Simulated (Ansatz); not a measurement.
I need a formation energy from the elements of CuPd and its elements. Use the Ansatz DFT code, driven from Python. Level of theory (first run): PBEsol, PAW, cutoff 420 eV, 19×19×19 k-points, cold smearing of 0.05 eV.

`cupd.py`:
```python
"""Formation energy of CuPd from the elements, after relaxing cells and atoms."""

from collections import Counter
import warnings

import ansatz as az
from ase import Atoms
import numpy as np


def solve(name, crystal):
    calc = (
        crystal.calculation()
        .functional(az.Functional.PBESOL)
        .basis(420)
        .kpoints(spacing=0.15)
        .occupations("cold", width=0.05)
        .stress()
    )
    calc = calc.relax(force_tolerance=0.02, max_steps=40, cell=True)
    return calc.run(threads=1)


def counts(outcome):
    return Counter(site.symbol for site in outcome.lattice.sites)

def formation_energy(outcome, mu):
    n = counts(outcome)
    return (outcome.report["energy_sigma0_ev"] - sum(k * mu[element] for element, k in n.items())) / sum(n.values())


def volume_per_atom(outcome):
    return abs(np.linalg.det(outcome.lattice.cell_ang)) / len(outcome.lattice.sites)

warnings.simplefilter("ignore", az.DeckWarning)

phases = {}
cupd = (
    az.Lattice.of((1.354577, 0.782065, 4.218955), (-1.354577, 0.782065, 4.218955), (0.0, -1.56413, 4.218955))
    .atom("Cu", (0.0, 0.0, 0.0))
    .atom("Pd", (0.5, 0.5, 0.5))
)
phases["CuPd"] = cupd
cu = (
    az.Lattice.of((0.0, 1.8075, 1.8075), (1.8075, 0.0, 1.8075), (1.8075, 1.8075, 0.0))
    .atom("Cu", (0.0, 0.0, 0.0))
)
phases["Cu"] = cu
atoms = Atoms(
    ["Pd"],
    scaled_positions=[
        (0.0, 0.0, 0.0),
    ],
    cell=[
        (0.0, 1.9465, 1.9465),
        (1.9465, 0.0, 1.9465),
        (1.9465, 1.9465, 0.0),
    ],
    pbc=True,
)
pd_cell = az.Crystal.from_ase(atoms)
phases["Pd"] = pd_cell

done = {name: solve(name, crystal) for name, crystal in phases.items()}

# energy of one atom in its reference phase
references = {"Cu": "Cu", "Pd": "Pd"}
mu = {element: done[name].report["energy_sigma0_ev"] / len(done[name].lattice.sites) for element, name in references.items()}

target = done["CuPd"]
heat = formation_energy(target, mu)
for element, value in mu.items():
    print(f"mu({element}) = {value:.4f} eV from {references[element]}, {volume_per_atom(done[references[element]]):.2f} A^3/atom")
print(f"formation energy of CuPd: {heat:.4f} eV/atom = {96.4853 * heat:.1f} kJ/mol of atoms")
```

Running `python cupd.py` prints:
```text
mu(Cu) = -6588.7716 eV from Cu, 11.30 A^3/atom
mu(Pd) = -6906.6427 eV from Pd, 14.55 A^3/atom
formation energy of CuPd: -0.0893 eV/atom = -8.6 kJ/mol of atoms
```

The formation energy is -0.089 eV an atom (-8.6 kJ per mole of atoms), so CuPd lies below the reference phases.

Caveats:
- Absolute energies stand on the zero of these potentials, so only differences at equal settings mean something.
- The cells come from databases of deposited and of computed structures, and not all need be stable phases.
- The compound is the structure given, not necessarily its lowest; energies are at zero temperature, with no correction for gases. A semilocal functional's error on such energies is often 0.05 to 0.1 eV an atom, and 0.1 to 0.3 eV against gases such as O2 or F2.
- The whole script took 2.5 min on 1 thread of Arm Neoverse V1, on a shared host, peak memory 0.69 GiB.
